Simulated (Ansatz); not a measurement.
# C2H5BO2: one species, many methods

Aim: compute C2H5BO2 with functionals from several rungs and with coupled cluster. The yardstick is the atomisation energy at the CCSD(T) limit.

Method: functionals in def2-TZVPP, the program's frozen cores in correlated methods; program: Ansatz 0.2.0, Gaussian basis.

Plan: LDA (SPW92), PBE-D4, revPBE-D4, BLYP-D4, r2SCAN-D4, B97M-V, PBE0-D4, B3LYP-D4, r2SCANh-D4, r2SCAN0-D4, HSE06-D4, BHLYP-D4, CAM-B3LYP-D4, LC-ωPBE, ωB97X-V, ωB97M-V, B2PLYP, PBE-QIDH; CCSD(T)/def2-SVP; CCSD(T)/def2-TZVPP; MP2/def2-QZVPP; extrapolation to the limit; RPA on PBE.

## (1) Structure used throughout

An earlier PBE0-D4 in a triple-zeta def2 set relaxation fixed the geometry.

SMILES `OC1(O)BC1`, 10 atoms, charge 0, spin multiplicity 1.

Atoms are counted from 1 here; the program's logs count them from 0.

Bond lengths: O1–C2 1.381 Å, O1–H6 0.966 Å, C2–O3 1.398 Å, C2–B4 1.538 Å, C2–C5 1.518 Å, O3–H7 0.963 Å, B4–C5 1.536 Å, B4–H8 1.184 Å, C5–H9 1.089 Å, C5–H10 1.087 Å. Angles: C2–O1–H6 107.9°, O1–C2–O3 115.0°, O1–C2–B4 123.3°, O1–C2–C5 119.7°, O3–C2–B4 115.0°, O3–C2–C5 112.0°, B4–C2–C5 60.4°, C2–O3–H7 107.4°, C2–B4–C5 59.2°, C2–B4–H8 151.2°, C5–B4–H8 148.9°, C2–C5–B4 60.5°, C2–C5–H9 113.6°, C2–C5–H10 120.4°, B4–C5–H9 115.5°, B4–C5–H10 122.4°, H9–C5–H10 114.0°.

## (2) LDA

This LDA is Slater exchange with PW92 correlation.

File in.yaml:

```yaml
crystal:
  periodic: [false, false, false]
  atoms:
    - {symbol: O, position_ang: [-0.841282, -0.581748, -1.312217]}
    - {symbol: C, position_ang: [0.069755, -0.216214, -0.340977]}
    - {symbol: O, position_ang: [1.379457, -0.036377, -0.797033]}
    - {symbol: B, position_ang: [-0.054459, -0.632887, 1.134400]}
    - {symbol: C, position_ang: [-0.316076, 0.817525, 0.700891]}
    - {symbol: H, position_ang: [-0.957593, 0.169777, -1.907148]}
    - {symbol: H, position_ang: [1.704988, -0.895966, -1.085336]}
    - {symbol: H, position_ang: [0.099839, -1.418234, 2.007033]}
    - {symbol: H, position_ang: [-1.363434, 1.112035, 0.656424]}
    - {symbol: H, position_ang: [0.361806, 1.630989, 0.946963]}
basis:
  gaussian: {orbitals: def2-TZVPP}
hamiltonian: {xc: lda}
output: {orbitals: {seedname: orbitals}}
```

On the command line:

```bash
$ ansatz run in.yaml --threads 2 --pin off --events-out ev --progress --plain --max-ram 4352MiB
```

Further steps of the session: PBE-D4 (GGA); revPBE-D4 (GGA); BLYP-D4 (GGA); r2SCAN-D4 (meta-GGA); B97M-V (meta-GGA); PBE0-D4 (hybrid); B3LYP-D4 (hybrid); r2SCANh-D4 (hybrid); r2SCAN0-D4 (hybrid); HSE06-D4 (hybrid); BHLYP-D4 (hybrid); CAM-B3LYP-D4 (range-separated); LC-ωPBE (range-separated); ωB97X-V (range-separated); ωB97M-V (range-separated); B2PLYP (double hybrid); PBE-QIDH (double hybrid); CCSD(T) in def2-SVP; CCSD(T) in def2-TZVPP; MP2 in def2-QZVPP; RPA on PBE orbitals.

Before running them: what should the planned runs give, taken together? Wanted: atomisation energy, CCSD(T)/CBS; farthest beyond LDA; mean size of error, GGA; mean size of error, meta-GGA; mean size of error, hybrid; mean size of error, range-separated; mean size of error, double hybrid; gap, smallest and largest; T1 diagnostic.

**Answer**, as computed:

| quantity | value |
| --- | --- |
| atomisation energy, CCSD(T)/CBS | 3870.7 kJ/mol |
| functionals within 19.4 kJ/mol (0.5 %) | B3LYP-D4, r2SCANh-D4, PBE-QIDH |
| farthest beyond LDA | PBE-D4 (+148.9 kJ/mol) |
| mean size of error, GGA | 65.0 kJ/mol |
| mean size of error, meta-GGA | 33.3 kJ/mol |
| mean size of error, hybrid | 49.3 kJ/mol |
| mean size of error, range-separated | 31.5 kJ/mol |
| mean size of error, double hybrid | 17.1 kJ/mol |
| gap, smallest and largest | 2.88 eV (LDA (SPW92)), 10.53 eV (LC-ωPBE) |
| T1 diagnostic | 0.0130 |
| triples share of the correlation energy | 3.8 % |

**Reading.** LDA overbinds by 705.6 kJ/mol (18 %). PBE-D4 is off by +148.9 kJ/mol. Double hybrids carry the basis error of their MP2 part in triple zeta, and no dispersion term here, so their miss is partly the set-up's. Taken by rung, double hybrid functionals do best (17.1 kJ/mol on average) and GGA ones worst beyond LDA (65.0 kJ/mol). Misses under about 19.4 kJ/mol are within the doubt on the reference itself, which lacks core-valence correlation, relativity and higher excitations. Hartree-Fock recovers 70 % of the binding; the rest is correlation. CCSD(T) in def2-SVP is off by -197.6 kJ/mol, more than most functionals: a good method in a small basis is no reference. The gap grows from 2.9 to 10.5 eV across the functionals, mostly with the share of exact exchange.
